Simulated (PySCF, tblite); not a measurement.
# C6H7NS: a rotation path, then NMR shifts on frames, part 2 of 2

tblite 0.8.0 and PySCF 2.14.0. Atoms count from 0. The steps go on from the part before.

## Step 5: NMR shieldings: image 4, PBE0/pcSseg-1

Job settings and geometry (Å):

```
{"job": {"kind": "nmr", "xc": "PBE0", "basis": "pcSseg-1", "pop": false}, "charge": 0, "multiplicity": 1}
C      2.344900    -0.959300    -0.108600
C      2.742100     0.206500     0.461600
S      1.436700     1.322600     0.516500
C      0.430000     0.096300    -0.255100
C     -0.983300     0.371200    -0.545900
C     -2.028800    -0.562500    -0.004700
C     -1.874800     0.806000     0.579500
N      1.051000    -0.998300    -0.500200
H      2.962100    -1.824700    -0.264700
H      3.703600     0.476700     0.847300
H     -1.153400     0.808500    -1.523500
H     -2.891100    -0.772600    -0.617200
H     -1.682200    -1.405600     0.571700
H     -1.428800     0.897200     1.559000
H     -2.632500     1.546100     0.377500
```

Method: GIAO PBE0/pcSseg-1 NMR shielding, non-relativistic, gas phase.

The log of the run:

```text
coarse grid: 13544 points
cycle   1  E = -685.1337498456  dE =  1.570e+00  |g| = 3.957e-01  |ddm| = 3.800e+00
cycle   2  E = -685.0853123098  dE =  4.844e-02  |g| = 6.119e-01  |ddm| = 9.929e-01
cycle   3  E = -685.1715879830  dE = -8.628e-02  |g| = 1.159e-01  |ddm| = 6.976e-01
cycle   4  E = -685.1746131150  dE = -3.025e-03  |g| = 3.984e-02  |ddm| = 1.465e-01
cycle   5  E = -685.1749829902  dE = -3.699e-04  |g| = 9.213e-03  |ddm| = 4.386e-02
cycle   6  E = -685.1749971932  dE = -1.420e-05  |g| = 5.417e-03  |ddm| = 1.431e-02
cycle   7  E = -685.1750046997  dE = -7.507e-06  |g| = 1.272e-03  |ddm| = 6.443e-03
final grid: 127592 points
cycle   8  E = -685.2244821674  dE = -2.856e-05  |g| = 1.072e-02  |ddm| = 3.297e-02
cycle   9  E = -685.2244349063  dE =  4.726e-05  |g| = 1.688e-02  |ddm| = 2.899e-02
cycle  10  E = -685.2245102722  dE = -7.537e-05  |g| = 2.783e-03  |ddm| = 2.071e-02
cycle  11  E = -685.2245122852  dE = -2.013e-06  |g| = 3.202e-04  |ddm| = 2.893e-03
cycle  12  E = -685.2245123063  dE = -2.112e-08  |g| = 1.301e-04  |ddm| = 4.824e-04
cycle  13  E = -685.2245123102  dE = -3.875e-09  |g| = 3.951e-05  |ddm| = 1.490e-04
cycle  14  E = -685.2245123106  dE = -3.479e-10  |g| = 8.352e-06  |ddm| = 4.412e-05
converged SCF energy = -685.2245123106

GIAO shielding tensors (ppm)
atom      isotropic    diamagn.    paramagn.     s11        s22        s33       span
  0 C       42.704     251.533    -208.829    -32.393     50.032    110.472    142.865
  1 C       58.120     265.680    -207.560    -29.106     64.073    139.393    168.499
  2 S      221.733    1057.764    -836.032    -29.254    298.105    396.347    425.601
  3 C        7.692     258.137    -250.445    -45.213     -9.184     77.473    122.687
  4 C      170.912     247.101     -76.189    142.307    152.775    217.654     75.347
  5 C      177.314     251.517     -74.203    148.083    175.948    207.911     59.828
  6 C      176.247     253.186     -76.938    147.406    173.909    207.426     60.020
  7 N      -89.758     327.066    -416.824   -374.551   -110.036    215.314    589.865
  8 H       24.034      29.699      -5.665     20.349     23.972     27.782      7.433
  9 H       24.677      31.053      -6.376     21.991     24.263     27.778      5.788
 10 H       29.499      29.907      -0.408     23.506     26.451     38.541     15.035
 11 H       30.767      29.818       0.949     25.108     26.398     40.796     15.688
 12 H       30.717      30.979      -0.262     25.019     28.674     38.456     13.437
 13 H       31.051      31.449      -0.397     25.664     29.317     38.173     12.509
 14 H       30.741      30.073       0.668     25.212     26.472     40.538     15.326
```

Wall time 21 s (1 thread of Arm Neoverse V1, shared host); peak memory 0.83 GiB.

Key values: δ C3 179.2, C0 144.2, C1 128.8, C4 16.0, H8 7.68, H9 7.04 ppm.

## Step 6: NMR shieldings: image 6, PBE0/pcSseg-1

Job settings and geometry (Å):

```
{"job": {"kind": "nmr", "xc": "PBE0", "basis": "pcSseg-1", "pop": false}, "charge": 0, "multiplicity": 1}
C      2.462300    -0.777100    -0.400900
C      2.647200     0.014100     0.685800
S      1.185600     0.816100     1.096700
C      0.419000     0.005700    -0.268600
C     -0.994600     0.228300    -0.576900
C     -2.038500    -0.509800     0.229400
C     -1.854700     0.960700     0.408300
N      1.213700    -0.763000    -0.921700
H      3.212500    -1.396900    -0.856700
H      3.533500     0.179400     1.263200
H     -1.192000     0.351900    -1.634600
H     -2.914800    -0.866600    -0.289500
H     -1.689000    -1.169800     1.007800
H     -1.383800     1.303800     1.318100
H     -2.610800     1.631200     0.032800
```

Method: GIAO PBE0/pcSseg-1 NMR shielding, non-relativistic, gas phase.

The log of the run:

```text
coarse grid: 13544 points
cycle   1  E = -685.1353218395  dE =  1.581e+00  |g| = 3.923e-01  |ddm| = 3.806e+00
cycle   2  E = -685.0894607824  dE =  4.586e-02  |g| = 6.007e-01  |ddm| = 9.924e-01
cycle   3  E = -685.1724185319  dE = -8.296e-02  |g| = 1.162e-01  |ddm| = 6.924e-01
cycle   4  E = -685.1754320453  dE = -3.014e-03  |g| = 3.997e-02  |ddm| = 1.446e-01
cycle   5  E = -685.1758035350  dE = -3.715e-04  |g| = 9.628e-03  |ddm| = 4.460e-02
cycle   6  E = -685.1758189820  dE = -1.545e-05  |g| = 5.710e-03  |ddm| = 1.508e-02
cycle   7  E = -685.1758274610  dE = -8.479e-06  |g| = 1.195e-03  |ddm| = 6.845e-03
final grid: 127592 points
cycle   8  E = -685.2250277150  dE = -2.693e-05  |g| = 1.044e-02  |ddm| = 3.247e-02
cycle   9  E = -685.2249849479  dE =  4.277e-05  |g| = 1.617e-02  |ddm| = 2.848e-02
cycle  10  E = -685.2250543470  dE = -6.940e-05  |g| = 2.741e-03  |ddm| = 2.026e-02
cycle  11  E = -685.2250563139  dE = -1.967e-06  |g| = 2.952e-04  |ddm| = 2.855e-03
cycle  12  E = -685.2250563317  dE = -1.784e-08  |g| = 1.308e-04  |ddm| = 4.643e-04
cycle  13  E = -685.2250563356  dE = -3.849e-09  |g| = 3.789e-05  |ddm| = 1.406e-04
cycle  14  E = -685.2250563359  dE = -3.147e-10  |g| = 1.095e-05  |ddm| = 4.606e-05
converged SCF energy = -685.2250563359

GIAO shielding tensors (ppm)
atom      isotropic    diamagn.    paramagn.     s11        s22        s33       span
  0 C       40.558     251.548    -210.990    -34.684     48.926    107.431    142.116
  1 C       61.952     265.341    -203.388    -23.771     67.757    141.871    165.642
  2 S      242.548    1058.001    -815.454     14.730    312.163    400.750    386.019
  3 C        7.202     257.553    -250.352    -45.580     -6.382     73.568    119.148
  4 C      170.394     245.293     -74.899    135.457    154.026    221.700     86.243
  5 C      172.461     252.468     -80.006    139.545    173.110    204.729     65.184
  6 C      177.647     254.564     -76.917    149.669    173.895    209.376     59.707
  7 N      -85.145     327.670    -412.816   -360.801   -109.292    214.657    575.458
  8 H       23.975      29.420      -5.445     20.313     23.800     27.811      7.499
  9 H       24.834      31.155      -6.322     22.005     24.398     28.098      6.093
 10 H       29.253      30.215      -0.962     22.142     26.775     38.843     16.701
 11 H       30.730      30.119       0.611     25.404     25.679     41.108     15.704
 12 H       31.227      31.039       0.188     25.701     29.843     38.137     12.435
 13 H       30.656      31.949      -1.294     23.532     29.744     38.691     15.159
 14 H       30.617      29.943       0.673     24.606     26.474     40.770     16.163
```

Run time: 21 s. Hardware: 1 thread of Arm Neoverse V1, shared host; peak memory 0.83 GiB.

In short: δ C3 179.7, C0 146.4, C1 125.0, C4 16.5, H8 7.74, H9 6.88 ppm.

## Step 7: NMR shieldings: image 8, PBE0/pcSseg-1

Job settings and geometry (Å):

```
{"job": {"kind": "nmr", "xc": "PBE0", "basis": "pcSseg-1", "pop": false}, "charge": 0, "multiplicity": 1}
C      2.544900    -0.475800    -0.548000
C      2.593700    -0.267100     0.791400
S      1.021500     0.074400     1.400600
C      0.406800    -0.098700    -0.242200
C     -1.007900     0.057000    -0.553400
C     -2.049400    -0.404500     0.435500
C     -1.847800     1.053300     0.205900
N      1.316500    -0.377000    -1.106100
H      3.383900    -0.709200    -1.177800
H      3.437200    -0.291700     1.450800
H     -1.212600    -0.079900    -1.607400
H     -2.937400    -0.877200     0.045600
H     -1.697400    -0.825700     1.365300
H     -1.361300     1.628600     0.979300
H     -2.595300     1.601500    -0.346300
```

With the program's defaults for keys left out, this is: GIAO PBE0/pcSseg-1 NMR shielding, non-relativistic, gas phase.

The log of the run:

```text
coarse grid: 13544 points
cycle   1  E = -685.1373335690  dE =  1.579e+00  |g| = 3.892e-01  |ddm| = 3.801e+00
cycle   2  E = -685.0937169667  dE =  4.362e-02  |g| = 5.901e-01  |ddm| = 1.019e+00
cycle   3  E = -685.1737134772  dE = -8.000e-02  |g| = 1.167e-01  |ddm| = 7.046e-01
cycle   4  E = -685.1767343505  dE = -3.021e-03  |g| = 4.029e-02  |ddm| = 1.435e-01
cycle   5  E = -685.1771136189  dE = -3.793e-04  |g| = 9.436e-03  |ddm| = 4.529e-02
cycle   6  E = -685.1771278483  dE = -1.423e-05  |g| = 5.767e-03  |ddm| = 1.502e-02
cycle   7  E = -685.1771365681  dE = -8.720e-06  |g| = 1.110e-03  |ddm| = 6.923e-03
final grid: 127592 points
cycle   8  E = -685.2266512780  dE = -2.793e-05  |g| = 1.059e-02  |ddm| = 3.595e-02
cycle   9  E = -685.2266104249  dE =  4.085e-05  |g| = 1.604e-02  |ddm| = 2.894e-02
cycle  10  E = -685.2266786777  dE = -6.825e-05  |g| = 2.811e-03  |ddm| = 2.037e-02
cycle  11  E = -685.2266807563  dE = -2.079e-06  |g| = 2.761e-04  |ddm| = 2.957e-03
cycle  12  E = -685.2266807713  dE = -1.502e-08  |g| = 1.311e-04  |ddm| = 4.437e-04
cycle  13  E = -685.2266807751  dE = -3.841e-09  |g| = 3.813e-05  |ddm| = 1.368e-04
cycle  14  E = -685.2266807754  dE = -3.092e-10  |g| = 1.150e-05  |ddm| = 4.604e-05
converged SCF energy = -685.2266807754

GIAO shielding tensors (ppm)
atom      isotropic    diamagn.    paramagn.     s11        s22        s33       span
  0 C       42.430     251.633    -209.202    -32.957     50.950    109.298    142.254
  1 C       62.786     265.170    -202.383    -24.798     72.832    140.325    165.123
  2 S      268.554    1058.001    -789.447     43.030    344.621    418.012    374.982
  3 C        4.336     257.803    -253.466    -44.878    -15.550     73.437    118.314
  4 C      167.526     245.449     -77.923    125.184    152.026    225.369    100.185
  5 C      168.009     253.406     -85.398    125.882    171.791    206.353     80.471
  6 C      168.549     253.352     -84.803    127.516    171.912    206.217     78.701
  7 N      -75.770     327.408    -403.177   -325.145   -110.424    208.260    533.405
  8 H       24.165      29.333      -5.167     20.585     23.939     27.972      7.386
  9 H       24.807      31.116      -6.309     22.036     24.506     27.879      5.843
 10 H       29.152      30.948      -1.796     21.466     27.341     38.648     17.182
 11 H       30.407      30.003       0.404     24.453     26.142     40.626     16.173
 12 H       31.047      31.385      -0.339     24.679     30.375     38.085     13.406
 13 H       30.997      31.365      -0.367     24.658     30.273     38.062     13.404
 14 H       30.421      29.973       0.449     24.449     26.142     40.673     16.224
```

Run time: 21 s. Hardware: 1 thread of Arm Neoverse V1, shared host; peak memory 0.84 GiB.

In short: δ C3 182.6, C0 144.5, C1 124.1, C4 19.4, H8 7.55, H9 6.91 ppm.

## Step 8: Comparing the runs: NMR shifts

Shifts (ppm) of some atoms, chosen among heavy atoms and hydrogens apart, with basis size and wall time:

```
  frame     C1    C5    C6   H13   H12   S2     N7  functions  time
image 0  124.0  15.9  15.8  1.40  1.37  273  329.9        178  22 s
image 2  128.0   8.0  14.4  0.43  2.03  273  338.8        178  21 s
image 4  128.8   9.6  10.7  0.67  1.00  282  357.5        178  21 s
image 6  125.0  14.5   9.3  1.06  0.49  261  352.9        178  21 s
image 8  124.1  18.9  18.4  0.72  0.67  235  343.5        178  21 s
```

## Step 9: What came out

This closing draws on all 2 parts.

```
                                       quantity                                         value
                                        barrier            0.129 eV (3.0 kcal/mol) at image 4
                          end to end (GFN2-xTB)                                     -0.010 eV
13C shifts against TMS (PBE0/pcSseg-1, image 0)     179.9, 145.3, 124.0, 17.7, 15.9, 15.8 ppm
 1H shifts against TMS (PBE0/pcSseg-1, image 0)  7.64, 6.80, 2.02, 1.40, 1.37, 1.08, 1.08 ppm
33S shifts against CS2 (PBE0/pcSseg-1, image 0)                                       273 ppm
15N shifts against NH3 (PBE0/pcSseg-1, image 0)                                     329.9 ppm
                       range of the shift of S2                                235 to 282 ppm
```

What this shows: Along the band the dihedral turns by 181°, and the top (dihedral -55°) lies 3.0 kcal/mol above the start (GFN2-xTB, rough), so at room temperature this motion is fast. Ends this close can change order at a higher level. The top was not checked by a frequency run. Shifts at one fixed geometry are not the observed spectrum, which averages over the motion. In the first frame run (image 0): The widest tensor belongs to N7: span 563 ppm, with a paramagnetic part of -391 ppm. NICS(1)zz of -26 ppm above the planar ring from C0 marks a diatropic (aromatic) ring current. In ppm, S2 moves most: its shift spreads over 47 ppm, from 235 (image 8) to 282 (image 4).
